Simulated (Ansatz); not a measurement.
# NbTe2: the cost of one run

Program: Ansatz 0.2.0, driven from Python. The levels of theory stand in the script. These are calculated values, not measurements.

**1. Starting point**

The structure is trigonal, space group P-3m1 (No. 164). The conventional cell has a = 3.720 Å, b = 3.720 Å, c = 7.148 Å, α = 90.00°, β = 90.00°, γ = 120.00°. Around Nb (site symmetry -3m) lie 6 Te at 2.81 Å. Te (site symmetry 3m) is surrounded by 3 Nb at 2.81 Å.

POSCAR_nbte2, read by the script:

```text
NbTe2
1.0
   3.72046408    0.00000000    0.00000000
  -1.86023204    3.22201641    0.00000000
   0.00000000    0.00000000    7.14826647
Nb Te
1 2
Direct
   0.00000000    0.00000000    0.00000000
   0.66666667    0.33333333    0.74563223
   0.33333333    0.66666667    0.25436777
```

**2. The script**

nbte2_paw_lapw.py reads:

```python
# -*- coding: utf-8 -*-
import ansatz as az
from ase.io import read
import numpy as np
import pandas as pd


def count_gap(report):
    # lowest empty less highest filled band, counting bands; zero where they overlap
    return max(report.get("gap_by_band_count_ev") or 0.0, 0.0)

atoms = read("POSCAR_nbte2", format="vasp")
system = az.Crystal.from_ase(atoms)

calculation = (
    system.calculation()
    .kpoints(mesh=(10, 10, 5))
    .functional("PBEsol")
    .occupations("fermi_dirac")
    .stress()
    .forces()
    .band_table()
)
variants = {
    "PAW": calculation.pseudopotentials("paw"),
    "LAPW": calculation.pseudopotentials("all_electron", lapw=True),
}
rows = []
for label, variant in variants.items():
    report = variant.run(threads=1, pin="off").report
    levels = np.array(report["eigenvalues_ev"][0]) - report["fermi_energy_ev"]
    print(label, "levels at the first k-point near E_F:", np.round(levels[np.abs(levels) < 5], 3))
    rows.append((label, report["n_electrons"], np.trace(report["stress_gpa"]) / 3, float(np.abs(report["forces_ev_ang"]).max()), count_gap(report)))
print(pd.DataFrame(rows, columns=["treatment", "electrons in bands", "P GPa", "max force component eV/A", "gap by band count eV"]).round(4).to_string(index=False))
```

**3. The calls as engine input**

The engine receives this input (first run):

```yaml
crystal:
  lattice:
    - [3.72046408, 0.0, 0.0]
    - [-1.86023204, 3.22201641, 0.0]
    - [0.0, 0.0, 7.14826647]
  atoms:
    - { symbol: Nb, position: [0.0, 0.0, 0.0] }
    - { symbol: Te, position: [0.66666667, 0.33333333, 0.74563223] }
    - { symbol: Te, position: [0.33333333000000004, 0.66666667, 0.25436777] }
kpoints:
  mp_grid:
    grid: [10, 10, 5]
hamiltonian:
  xc: pbesol
  pseudopotentials:
    kind: paw
scf:
  occupations:
    method: fermi_dirac
output:
  forces: true
  stress: true
  eigenvalues: true
```

**4. The run**

Run with:

```bash
$ python nbte2_paw_lapw.py
```

What time and memory should one allow on 1 thread of Arm Neoverse V1, shared host?

About 66 s, with a peak of 0.92 GiB.
